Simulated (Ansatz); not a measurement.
# Ir12CO: the cost of one run

Method: DFT PBE, scalar-relativistic, plane waves, PAW, in Ansatz 0.2.0.

16 further runs of the same task are left out: 16 set aside as unsound or not needed. Runs told in other sessions of the task aren't counted.

### 1 The starting structure

It takes space group Cm (No. 8, monoclinic). The conventional cell has a = 9.480 Å, b = 5.474 Å, c = 22.343 Å, α = 90.00°, β = 90.00°, γ = 90.00°. Ir (site symmetry 1) has 9 Ir at 2.69 to 2.74 Å in its first shell of neighbours. Ir (site symmetry m) is surrounded by 9 Ir at 2.69 to 2.74 Å. Ir (site symmetry 1) has 12 Ir at 2.69 to 2.74 Å in its first shell of neighbours. Ir (site symmetry m) has 12 Ir at 2.69 to 2.74 Å in its first shell of neighbours. Around Ir (site symmetry m) lie 1 C at 1.88 Å. Only part of the 11 independent sites is listed.

Coordinates:

```cif
data_structure
_symmetry_space_group_name_H-M 'Cm'
_symmetry_Int_Tables_number 8
_cell_length_a 9.4804
_cell_length_b 5.4735
_cell_length_c 22.3426
_cell_angle_alpha 90.000
_cell_angle_beta 90.000
_cell_angle_gamma 90.000
_cell_volume 1159.38
loop_
_atom_site_label
_atom_site_type_symbol
_atom_site_symmetry_multiplicity
_atom_site_Wyckoff_symbol
_atom_site_fract_x
_atom_site_fract_y
_atom_site_fract_z
_atom_site_occupancy
Ir1 Ir 4 b 0.08333 0.25000 0.17903 1
Ir2 Ir 2 a 0.83333 0.50000 0.17903 1
Ir3 Ir 2 a 0.33333 0.50000 0.17903 1
Ir4 Ir 4 b 0.91667 0.25000 0.27621 1
Ir5 Ir 2 a 0.66667 0.50000 0.27621 1
Ir6 Ir 2 a 0.16667 0.50000 0.27621 1
Ir7 Ir 2 a 0.00000 0.00000 0.37339 1
Ir8 Ir 4 b 0.75000 0.25000 0.37339 1
Ir9 Ir 2 a 0.00000 0.50000 0.37339 1
C1 C 2 a 0.00000 0.00000 0.45754 1
O1 O 2 a 0.56118 0.50000 0.50250 1
```

This is the geometry of the first run shown, built on a cell relaxed beforehand with the same method.

### 2 Plan of the line

Atoms count from 1 in the order of the input.

CO stands on one site of a rigid substrate while its tilt and height are varied at a fixed bond length.

First coordinate, tilt of the C13-O14 axis from the surface normal: 7 values from 0 to 90 °. Second coordinate, height of C13 above the plane of Ir9: 6 values from 1.88 to 3.43 Å.

Nothing else is relaxed. Points are written as (first, second).

### 3 The run at (30°, 1.88 Å)

A dipole layer in the vacuum cancels the field that periodic copies would set up if the slab's two faces differ.

The input, input.yaml:

```yaml
crystal:
  lattice:
    - [5.4735201746, 0.0, 0.0]
    - [-2.7367600873, 4.7402075193, 0.0]
    - [0.0, 0.0, 22.3425801345]
  atoms:
    - { symbol: Ir, position: [0.3333333333, 0.1666666667, 0.1790303526] }
    - { symbol: Ir, position: [0.3333333333, 0.6666666667, 0.1790303526] }
    - { symbol: Ir, position: [0.8333333333, 0.1666666667, 0.1790303526] }
    - { symbol: Ir, position: [0.8333333333, 0.6666666667, 0.1790303526] }
    - { symbol: Ir, position: [0.1666666667, 0.3333333333, 0.2762134047] }
    - { symbol: Ir, position: [0.1666666667, 0.8333333333, 0.2762134047] }
    - { symbol: Ir, position: [0.6666666667, 0.3333333333, 0.2762134047] }
    - { symbol: Ir, position: [0.6666666667, 0.8333333333, 0.2762134047] }
    - { symbol: Ir, position: [0.0, 0.0, 0.3733937658] }
    - { symbol: Ir, position: [0.0, 0.5, 0.3733937658] }
    - { symbol: Ir, position: [0.5, 0.0, 0.3733937658] }
    - { symbol: Ir, position: [0.5, 0.5, 0.3733937658] }
    - { symbol: C, position: [0.0, 0.0, 0.4575380316] }
    - { symbol: O, position: [0.0611787562, -0.0611787562, 0.5025010332] }
basis:
  ecutwfc: 420
kpoints:
  mp_grid: { grid: [6, 6, 1] }
hamiltonian:
  xc: pbe
  pseudopotentials: { kind: paw, azcp: { folder: soft_1 } }
scf:
  occupations: { method: gaussian, width: 0.1 }
output:
  forces: true
  eigenvalues: true
efield:
  axis: 3
  dipole_correction: true
  ramp_width: 0.04
```

Started as:

```
> ansatz run input.yaml --threads 4 --pin off --max-ram 12288MiB --backend cpu --events-out ev --progress --plain --runs-dir out
```

**Question.** How long does this run take on 4 threads of Arm Neoverse N1, shared host, and how much memory does it need?

About 46 s, with a peak of 1.9 GiB.
